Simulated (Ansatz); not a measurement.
# Al₂O₃, space group Cmcm: an SCF with some post-processing

Computed with Ansatz 0.2.0, Python API.

`analyse_al2o3.py`
```python
"""Electronic structure of Al2O3, looked at from several sides."""

from pathlib import Path

import ansatz as az
import numpy as np
from pymatgen.core import Structure
from pymatgen.symmetry.analyzer import SpacegroupAnalyzer

system = (
    az.Lattice.from_parameters(2.673918, 8.95413, 7.045032, alpha=90, beta=90, gamma=90)
    .space_group(63, hermann_mauguin="Cmcm")
    .atom("Al", (0.0, 0.0, 0.0))
    .atom("Al", (0.5, 0.253981, 0.25))
    .atom("O", (0.0, 0.3668, 0.419938))
    .atom("O", (0.0, 0.107339, 0.25))
    .primitive()
)

base = (
    system.calculation()
    .kpoints(6, 6, 3)
    .occupations("fixed")
    .scf(tolerance=1e-08)
    .functional("lda")
    .compute(density=True, potential=True, electron_localization_function=True, output_files={"volumetric_format": "npy"}, density_of_states={"energy_step": 0.1, "method": "smearing", "broadening_width": 0.1, "projected": True})
)
out = base.run(threads=1, backend="cpu")
summary = out.report

print("%-22s %14.5f eV" % ("F = E - TS", summary["free_energy_ev"]))
print("%-22s %14.5f eV" % ("E", summary["internal_energy_ev"]))
print("%-22s %14.5f eV" % ("Harris-Foulkes", summary["harris_foulkes_ev"]))
print("%-22s %14.5f eV" % ("Fermi level", summary["fermi_energy_ev"]))

final = Structure(out.lattice.cell_ang, [s.symbol for s in out.lattice.sites], [s.position_frac for s in out.lattice.sites])
# count neighbours out to a fixed multiple of the shortest distance
for index, (site, neighbours) in enumerate(zip(final, final.get_all_neighbors(5.5))):
    first = min(n.nn_distance for n in neighbours)
    shell = [n for n in neighbours if n.nn_distance < 1.2 * first]
    mean = sum(n.nn_distance for n in shell) / len(shell)
    print(f"atom {index} {site.specie.symbol}: {len(shell)} neighbours within 1.2 of the shortest distance, mean {mean:.3f} A")

folder = Path(out.write_results("fields"))
print("densities in e/A^3, potentials in eV, ELF without unit")
for name in sorted(p.name for p in folder.glob("*.npy")):
    field = np.load(folder / name)
    print(f"{name:16s} {str(field.shape):16s} min {field.min():10.4f}  mean {field.mean():10.4f}  max {field.max():10.4f}")

dos = out.density_of_states()
energy = np.asarray(dos.energies_ev) - dos.fermi_ev
projected = out.projected_density_of_states()
# electrons in each projected shell, from the curves below the Fermi level
step = energy[1] - energy[0]
for index, site in enumerate(projected.sites):
    for shell in site.shells:
        curve = sum(np.sum(part.g_bin_mean_per_ev, axis=0) for part in shell.curves)
        print(f"site {index} {site.species:2s} {shell.label:3s} filled {curve[energy <= 0].sum() * step:7.3f}  at E_F {np.interp(0, energy, curve):7.3f} /eV")

analyser = SpacegroupAnalyzer(final, symprec=0.01)
standard = analyser.get_conventional_standard_structure()
print(analyser.get_crystal_system(), analyser.get_space_group_symbol(), len(standard), "atoms in the conventional cell")
print("a b c (A):", [round(x, 4) for x in standard.lattice.abc], " angles:", [round(x, 2) for x in standard.lattice.angles])
print(f"mass density {float(final.density):.3f} g/cm^3")
```

```console
$ python analyse_al2o3.py
DeckWarning: basis.ecutwfc = 420 eV, auto-derived from the records' recommended cutoffs: set by Al (normal level)
F = E - TS                -5396.99296 eV
E                         -5396.99296 eV
Harris-Foulkes            -5396.99296 eV
Fermi level                   8.69206 eV
atom 0 Al: 6 neighbours within 1.2 of the shortest distance, mean 1.921 A
atom 1 Al: 6 neighbours within 1.2 of the shortest distance, mean 1.921 A
atom 2 Al: 6 neighbours within 1.2 of the shortest distance, mean 1.998 A
atom 3 Al: 6 neighbours within 1.2 of the shortest distance, mean 1.998 A
atom 4 O: 4 neighbours within 1.2 of the shortest distance, mean 1.969 A
atom 5 O: 4 neighbours within 1.2 of the shortest distance, mean 1.969 A
atom 6 O: 4 neighbours within 1.2 of the shortest distance, mean 1.969 A
atom 7 O: 4 neighbours within 1.2 of the shortest distance, mean 1.969 A
atom 8 O: 4 neighbours within 1.2 of the shortest distance, mean 1.940 A
atom 9 O: 4 neighbours within 1.2 of the shortest distance, mean 1.940 A
densities in e/A^3, potentials in eV, ELF without unit
elf.npy          (32, 32, 48)     min     0.0042  mean     0.3529  max     0.8649
rho.npy          (32, 32, 48)     min     0.0467  mean     0.5691  max     7.6411
v_es.npy         (32, 32, 48)     min   -51.4960  mean     3.9525  max    14.6826
v_tot.npy        (32, 32, 48)     min   -76.9252  mean    -8.0331  max     7.8749
site 0 Al 3S  filled   0.484  at E_F   0.000 /eV
site 0 Al 3P  filled   1.287  at E_F   0.001 /eV
site 1 Al 3S  filled   0.484  at E_F   0.000 /eV
site 1 Al 3P  filled   1.287  at E_F   0.001 /eV
site 2 Al 3S  filled   0.487  at E_F   0.000 /eV
site 2 Al 3P  filled   1.246  at E_F   0.001 /eV
site 3 Al 3S  filled   0.487  at E_F   0.000 /eV
site 3 Al 3P  filled   1.246  at E_F   0.001 /eV
site 4 O  2S  filled   1.627  at E_F   0.000 /eV
site 4 O  2P  filled   5.137  at E_F   0.072 /eV
site 5 O  2S  filled   1.627  at E_F   0.000 /eV
site 5 O  2P  filled   5.137  at E_F   0.072 /eV
site 6 O  2S  filled   1.627  at E_F   0.000 /eV
site 6 O  2P  filled   5.137  at E_F   0.072 /eV
site 7 O  2S  filled   1.627  at E_F   0.000 /eV
site 7 O  2P  filled   5.137  at E_F   0.072 /eV
site 8 O  2S  filled   1.618  at E_F   0.000 /eV
site 8 O  2P  filled   5.131  at E_F   0.043 /eV
site 9 O  2S  filled   1.618  at E_F   0.000 /eV
site 9 O  2P  filled   5.131  at E_F   0.043 /eV
orthorhombic Cmcm 20 atoms in the conventional cell
a b c (A): [2.6739, 8.9541, 7.045]  angles: [90.0, 90.0, 90.0]
mass density 4.015 g/cm^3
```
(Warnings from the package without file and line.)

Reading the output:
- Absolute energies stand on the zero of these potentials, so only differences at equal settings mean something. A total without «per atom» is that of the cell as typed.
- Along an axis with an odd division the mesh misses the point at one half; a gap read on a finite mesh is an upper bound on this functional's gap.
- Semilocal gaps usually lie well under measured ones.
- Under fixed occupations the level called the Fermi level is the highest filled one on the SCF mesh; off the mesh a filled band can lie a little above it.
- Only differences from the Fermi energy are physical; the zero of the scale is a convention.
- Projections exist only for the shells that the potentials hold, some of them semicore, and samples at single energies can miss narrow peaks.
- The crystal has a gap of about 4.22 eV on the mesh; any density of states at or just above the Fermi level is the tail of the broadening.
- The fields are valence quantities on the plane-wave grid; their values near the nuclei depend on the potentials.
- This cell is a computed structure, which may not be the phase found in nature.
- The density of states is complete only as far up as bands were computed.
- Finished in 6.2 s on 1 thread of Arm Neoverse V1, on a shared host, peak memory 0.44 GiB.

(Lines on the test bed's own set-up are left out of the output.)
